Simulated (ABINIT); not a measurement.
Runs of ABINIT 10.8.3 (patched build) on BiTe. Symmetry: R-3m, No. 166, trigonal system. The conventional cell has a = 4.845 Å, b = 4.845 Å, c = 9.952 Å, α = 90.00°, β = 90.00°, γ = 120.00°. Bi (site symmetry -3m) is surrounded by 6 Te at 3.25 Å. Around Te (site symmetry -3m) lie 6 Bi at 3.25 Å. The cell comes from a database or a generator and needn't be the stable form of this composition.

```csv
level,gap on the mesh (eV),pressure (GPa),relaxed volume (Å³/atom)
PBE,none,0.0,33.62
PBEsol,none,0.0,31.67
AM05,none,0.0,31.78
LDA,none,0.0,(a)
RPBE,none,0.0,(b)
```

Alike in all rows: task relaxation of cell and atoms; potentials or basis JTH PAW PBE v2.0; no spin polarisation; cell relaxed; k mesh 5 × 5 × 5; cutoff (eV) 707; smearing fermi-dirac 0.05 eV.

**Question.** Fill in the values left out.

**Answer.** (a) 31.09; (b) 34.79.

Caveats: spin-orbit coupling is left out, which moves the levels of the heavy elements; the PAW data sets were made with another functional, which shifts forces and pressure a little (some runs).

A k mesh can miss the band edges, and the runs leave out spin-orbit coupling on Bi, Te.

A gap of «none» marks a metal or a gap under the smearing width.
